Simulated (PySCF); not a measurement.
# CH₇ClGeSi: NMR shifts at several levels of theory

How much do the NMR shifts of CH₇ClGeSi (`[SiH3][GeH2][CH2]Cl`) depend on the level of theory, and what does each level cost?

Computed with PySCF 2.14.0, with density-fitted response routines of our own, on a single molecule in the gas phase. Atoms count from 0, in the outputs and in this text.

### 1 The starting structure

11 atoms, charge 0, multiplicity 1; geometry from: GFN2-xTB.

Bonds of the start (Å): Si0–Ge1 2.35, Ge1–C2 1.99, C2–Cl3 1.78, Si0–H4 1.46, Si0–H5 1.46, Si0–H6 1.46, Ge1–H7 1.51, Ge1–H8 1.52, C2–H9 1.09, C2–H10 1.09.

### 2 Optimising the geometry at PBE0-D3(BJ)/def2-SVP

The job: settings as JSON, then the geometry in Å.

```
{"job": {"xc": "PBE0", "basis": "def2-SVP", "d3": "d3bj", "grid": 1, "kind": "geom"}, "charge": 0, "multiplicity": 1}
Si    -1.795267    -0.216259    -0.554872
Ge     0.104009    -0.350301     0.816129
C      1.662631     0.606660     0.033501
Cl     1.945245    -0.112818    -1.571172
H     -2.124770     1.189155    -0.800041
H     -1.547489    -0.885064    -1.829560
H     -2.929177    -0.856937     0.111083
H      0.634625    -1.740284     1.070258
H     -0.014735     0.211266     2.220549
H      2.582332     0.488115     0.601640
H      1.488020     1.669139    -0.123479
```

The program printed:

```text
step   0  E = -2867.89081344  max force = 0.017549
step   1  E = -2867.89529863  max force = 0.004374
step   2  E = -2867.89562415  max force = 0.001042
step   3  E = -2867.89567369  max force = 0.000654
step   4  E = -2867.89572593  max force = 0.000887
step   5  E = -2867.89575682  max force = 0.000889
step   6  E = -2867.89580235  max force = 0.000855
step   7  E = -2867.89583897  max force = 0.000566
step   8  E = -2867.89586689  max force = 0.000407
step   9  E = -2867.89587717  max force = 0.000252
optimisation converged
```

Wall time 54 s (1 thread, shared host).

Relaxation path:

```
step  energy from step 0 (eV)  largest force component (eV/Å)
   0                   0.0000                          0.9024
   1                  -0.1220                          0.2249
   2                  -0.1309                          0.0536
   3                  -0.1323                          0.0336
   4                  -0.1337                          0.0456
   5                  -0.1345                          0.0457
   6                  -0.1358                          0.0440
   7                  -0.1368                          0.0291
   8                  -0.1375                          0.0209
   9                  -0.1378                          0.0130
```

Distances of close pairs at the start and the end, largest changes first:

```
   bond  before (Å)  after (Å)  change (Å)
Si0–Ge1       2.346      2.382      +0.035
 Si0–H6       1.463      1.496      +0.033
 Si0–H5       1.461      1.492      +0.031
 Ge1–H7       1.509      1.540      +0.031
 Si0–H4       1.464      1.495      +0.031
 Ge1–H8       1.517      1.545      +0.027
 Ge1–C2       1.989      1.973      -0.016
  C2–H9       1.088      1.099      +0.011
```

The end geometry stands in the next job.

```
                         at the end point                value
  point group (found at 0.08 Å tolerance)                   C1
rotational constants (GHz, main isotopes)  3.230, 1.694, 1.187
                        dipole moment (D)                 1.49
```

### 3 NMR shieldings: PBE0/cc-pVTZ

The job: settings as JSON, then the geometry in Å.

```
{"job": {"kind": "nmr", "xc": "PBE0", "basis": "cc-pVTZ", "pop": true}, "charge": 0, "multiplicity": 1}
Si    -0.152821     0.170938    -0.732061
Ge     1.801593     0.049375     0.623487
C      3.234229     1.034921    -0.309503
Cl     3.298672     0.526609    -2.023620
H     -0.379587     1.591026    -1.140223
H     -0.000917    -0.679093    -1.948441
H     -1.340997    -0.300180     0.044365
H      2.266999    -1.404321     0.828773
H      1.590784     0.700042     2.008405
H      4.218848     0.842114     0.137931
H      3.044960     2.116852    -0.286410
```

Level: GIAO PBE0/cc-pVTZ NMR shielding, non-relativistic, gas phase.

The program printed:

```text
coarse grid: 42632 points
cycle   1  E = -2868.4752863140  dE = -6.152e-01  |g| = 4.257e-01  |ddm| = 5.642e+00
cycle   2  E = -2868.4770718352  dE = -1.786e-03  |g| = 4.107e-01  |ddm| = 9.657e-01
cycle   3  E = -2868.4996601647  dE = -2.259e-02  |g| = 3.022e-02  |ddm| = 4.546e-01
cycle   4  E = -2868.4998259520  dE = -1.658e-04  |g| = 1.471e-02  |ddm| = 6.979e-02
cycle   5  E = -2868.4998782251  dE = -5.227e-05  |g| = 5.175e-03  |ddm| = 2.738e-02
cycle   6  E = -2868.4998850590  dE = -6.834e-06  |g| = 9.358e-04  |ddm| = 7.775e-03
final grid: 85528 points
cycle   7  E = -2868.4998677276  dE =  1.593e-08  |g| = 1.095e-03  |ddm| = 3.812e-03
cycle   8  E = -2868.4998674928  dE =  2.349e-07  |g| = 1.494e-03  |ddm| = 3.230e-03
cycle   9  E = -2868.4998680161  dE = -5.233e-07  |g| = 1.438e-04  |ddm| = 1.949e-03
cycle  10  E = -2868.4998680219  dE = -5.774e-09  |g| = 2.431e-05  |ddm| = 2.375e-04
cycle  11  E = -2868.4998680220  dE = -1.028e-10  |g| = 1.988e-06  |ddm| = 2.726e-05
converged SCF energy = -2868.4998680220

GIAO shielding tensors (ppm)
atom      isotropic    diamagn.    paramagn.     s11        s22        s33       span
  0 Si     461.273     885.631    -424.358    456.555    461.496    465.767      9.212
  1 Ge    1614.176    2755.925   -1141.749   1528.291   1590.141   1724.096    195.806
  2 C      155.074     237.901     -82.827    128.347    144.193    192.680     64.334
  3 Cl     904.056    1144.433    -240.377    801.339    829.497   1081.332    279.993
  4 H       27.649      29.424      -1.775     24.175     25.743     33.030      8.855
  5 H       27.376      29.003      -1.627     23.591     26.245     32.293      8.702
  6 H       27.680      29.560      -1.880     24.320     25.000     33.720      9.399
  7 H       27.126      28.935      -1.809     21.125     22.402     37.851     16.726
  8 H       27.026      29.150      -2.123     20.560     21.815     38.703     18.143
  9 H       27.936      26.244       1.692     21.529     27.314     34.965     13.435
 10 H       28.211      27.856       0.354     22.253     27.473     34.907     12.654
```

It took 32 s on 1 thread, shared host.

Shifts follow as δ = σ(reference) − σ, with reference shieldings (ppm) from runs at the same level and on the same kind of geometry: 1H TMS 31.29, 13C TMS 187.3, 29Si TMS 360.0, 73Ge GeMe4 1415, 35Cl HCl 952. The references are single molecules in the gas phase. Atoms listed in one row are averaged.

```
     atoms                                 environment  σ (ppm)  δ (ppm)
        C2                 sp3 CH2 bonded to Cl and Ge    155.1     32.2
    H7, H8     hydrogen on a germanium bonded to C, Si    27.08     4.21
H4, H5, H6          hydrogen on a silicon bonded to Ge    27.57     3.72
   H9, H10  hydrogen on an sp3 CH2 bonded to Cl and Ge    28.07     3.22
       Si0                   silicon bonded to Ge, 3 H    461.3   -101.3
       Ge1              germanium bonded to C, Si, 2 H     1614     -199
       Cl3                        chlorine bonded to C      904       48
```

Charges from the same density, by scheme (e):

```
atoms  Mulliken    IAO  Hirshfeld  ESP fit
  Si0      0.03   0.30       0.20     0.06
  Ge1      0.27   0.37       0.23     0.30
   C2     -0.23  -0.49      -0.13    -0.43
  Cl3     -0.15  -0.10      -0.06    -0.11
```

Mayer bond orders: Si0–Ge1 0.94, Ge1–C2 0.94, C2–Cl3 0.98.

### 4 NMR shieldings: PBE0/aug-cc-pVDZ

The job, as its differences from that of step 3:

```diff
@@ -1,2 +1,2 @@
-{"job": {"kind": "nmr", "xc": "PBE0", "basis": "cc-pVTZ", "pop": true}, "charge": 0, "multiplicity": 1}
+{"job": {"kind": "nmr", "xc": "PBE0", "basis": "aug-cc-pVDZ", "pop": true}, "charge": 0, "multiplicity": 1}
 Si    -0.152821     0.170938    -0.732061
```

Level: GIAO PBE0/aug-cc-pVDZ NMR shielding, non-relativistic, gas phase.

The program printed:

```text
coarse grid: 42632 points
cycle   1  E = -2868.3793093766  dE = -5.846e-01  |g| = 2.197e-01  |ddm| = 6.264e+00
cycle   2  E = -2868.3833044189  dE = -3.995e-03  |g| = 1.814e-01  |ddm| = 1.083e+00
cycle   3  E = -2868.3924580707  dE = -9.154e-03  |g| = 3.028e-02  |ddm| = 5.126e-01
cycle   4  E = -2868.3926720261  dE = -2.140e-04  |g| = 1.600e-02  |ddm| = 8.299e-02
cycle   5  E = -2868.3927379587  dE = -6.593e-05  |g| = 3.052e-03  |ddm| = 3.255e-02
cycle   6  E = -2868.3927408557  dE = -2.897e-06  |g| = 4.862e-04  |ddm| = 6.882e-03
final grid: 85528 points
cycle   7  E = -2868.3927537376  dE = -6.226e-08  |g| = 4.284e-04  |ddm| = 7.124e-03
cycle   8  E = -2868.3927537261  dE =  1.146e-08  |g| = 4.802e-04  |ddm| = 1.529e-03
cycle   9  E = -2868.3927537912  dE = -6.513e-08  |g| = 8.378e-05  |ddm| = 8.323e-04
cycle  10  E = -2868.3927537931  dE = -1.907e-09  |g| = 8.609e-06  |ddm| = 1.587e-04
cycle  11  E = -2868.3927537932  dE = -3.183e-11  |g| = 1.917e-06  |ddm| = 2.365e-05
converged SCF energy = -2868.3927537932

GIAO shielding tensors (ppm)
atom      isotropic    diamagn.    paramagn.     s11        s22        s33       span
  0 Si     510.033     893.253    -383.220    499.182    507.040    523.878     24.696
  1 Ge    1712.574    2756.809   -1044.235   1623.363   1696.796   1817.563    194.200
  2 C      162.159     218.438     -56.279    134.872    152.275    199.329     64.456
  3 Cl     914.117    1141.460    -227.343    817.351    843.399   1081.601    264.249
  4 H       27.657      29.989      -2.332     24.072     25.681     33.218      9.146
  5 H       27.377      28.877      -1.500     23.486     26.181     32.464      8.978
  6 H       27.708      31.393      -3.685     24.305     24.910     33.908      9.602
  7 H       27.052      25.859       1.193     20.986     22.298     37.872     16.887
  8 H       26.948      26.557       0.391     20.419     21.694     38.730     18.312
  9 H       27.962      31.808      -3.846     21.547     27.493     34.844     13.297
 10 H       28.217      28.945      -0.728     22.267     27.555     34.829     12.562
```

It took 20 s on 1 thread, shared host.

In short: δ C2 33.0, Si0 -93.3, Ge1 -199, Cl3 54, H7 4.40, H4 3.81 ppm (means over like atoms).

### 5 Nuclear shieldings: PBE0/pcSseg-0

The job, as its differences from that of step 4:

```diff
@@ -1,2 +1,2 @@
-{"job": {"kind": "nmr", "xc": "PBE0", "basis": "aug-cc-pVDZ", "pop": true}, "charge": 0, "multiplicity": 1}
+{"job": {"kind": "nmr", "xc": "PBE0", "basis": "pcSseg-0", "pop": true}, "charge": 0, "multiplicity": 1}
 Si    -0.152821     0.170938    -0.732061
```

With the program's defaults for keys left out, this is: GIAO PBE0/pcSseg-0 NMR shielding, non-relativistic, gas phase.

The program printed:

```text
coarse grid: 42632 points
cycle   1  E = -2865.0358336109  dE = -1.164e+00  |g| = 2.306e-01  |ddm| = 3.141e+00
cycle   2  E = -2865.0395467333  dE = -3.713e-03  |g| = 1.907e-01  |ddm| = 7.195e-01
cycle   3  E = -2865.0490449780  dE = -9.498e-03  |g| = 4.742e-02  |ddm| = 3.508e-01
cycle   4  E = -2865.0495841863  dE = -5.392e-04  |g| = 1.351e-02  |ddm| = 6.314e-02
cycle   5  E = -2865.0496343265  dE = -5.014e-05  |g| = 9.757e-04  |ddm| = 1.682e-02
cycle   6  E = -2865.0496345660  dE = -2.395e-07  |g| = 3.427e-04  |ddm| = 2.250e-03
final grid: 85528 points
cycle   7  E = -2865.0495710396  dE = -3.014e-08  |g| = 2.719e-04  |ddm| = 1.228e-03
cycle   8  E = -2865.0495710493  dE = -9.669e-09  |g| = 2.139e-04  |ddm| = 8.061e-04
cycle   9  E = -2865.0495710643  dE = -1.502e-08  |g| = 1.556e-05  |ddm| = 3.517e-04
cycle  10  E = -2865.0495710644  dE = -6.457e-11  |g| = 3.049e-06  |ddm| = 2.083e-05
converged SCF energy = -2865.0495710644

GIAO shielding tensors (ppm)
atom      isotropic    diamagn.    paramagn.     s11        s22        s33       span
  0 Si     504.621     879.426    -374.806    491.173    500.285    522.404     31.231
  1 Ge    1760.289    2746.291    -986.002   1650.401   1736.436   1894.029    243.627
  2 C      163.188     257.299     -94.111    133.060    152.654    203.851     70.791
  3 Cl     921.399    1144.651    -223.252    815.300    860.742   1088.156    272.856
  4 H       29.509      28.432       1.077     25.466     27.655     35.406      9.941
  5 H       29.236      27.864       1.372     24.865     28.077     34.767      9.902
  6 H       29.721      28.703       1.018     25.742     26.953     36.468     10.726
  7 H       28.391      28.797      -0.405     21.698     24.104     39.371     17.672
  8 H       28.318      29.056      -0.737     21.043     23.598     40.315     19.272
  9 H       30.249      32.218      -1.969     23.332     29.264     38.151     14.818
 10 H       30.491      30.310       0.182     24.192     29.400     37.882     13.691
```

It took 5.5 s on 1 thread, shared host.

In short: δ C2 30.3, Si0 -156.1, Ge1 -212, Cl3 31, H7 4.48, H4 3.34 ppm (means over like atoms).

### 6 Run by run: NMR shifts

Shifts (ppm), means over like atoms, with basis size and wall time:

```
             run    C2    H7    H4    H9     Si0   Ge1  Cl3  functions   time
    PBE0/cc-pVTZ  32.2  4.21  3.72  3.22  -101.3  -199   48        239   32 s
PBE0/aug-cc-pVDZ  33.0  4.40  3.81  3.31   -93.3  -199   54        176   20 s
   PBE0/pcSseg-0  30.3  4.48  3.34  2.46  -156.1  -212   31         74  5.5 s
```

### 7 Outcome

| quantity | value |
| --- | --- |
| point group | C1 |
| rotational constants (main isotopes) | 3.23, 1.69, 1.19 GHz |
| 13C shifts against TMS (PBE0/cc-pVTZ) | 32.2 ppm |
| 1H shifts against TMS (PBE0/cc-pVTZ, means over atoms taken as alike) | 4.21, 3.72, 3.22 ppm |
| 29Si shifts against TMS (PBE0/cc-pVTZ) | -101.3 ppm |
| 73Ge shifts against GeMe4 (PBE0/cc-pVTZ) | -199 ppm |
| 35Cl shifts against HCl (PBE0/cc-pVTZ) | 48 ppm |
| range of the shift of Si0 | -156.1 to -93.3 ppm |

In words: Single values in the summary come from the first run of each kind that ended normally (PBE0/cc-pVTZ), which need not be the best level. The optimisation took 9 steps and gained 0.138 eV; among the close pairs (by a distance rule), Si0–Ge1 changed most, from 2.346 to 2.382 Å. At PBE0/cc-pVTZ: The widest tensor belongs to Cl3: span 280 ppm, with a paramagnetic part of -240 ppm. In ppm, Si0 moves most: its shift spreads over 62.8 ppm, from -156.1 (PBE0/pcSseg-0) to -93.3 (PBE0/aug-cc-pVDZ). Most of that comes from the computed reference, not from the atom's own shielding. Spin-orbit coupling is left out, which matters for shieldings and couplings at and beside the heavy atoms.
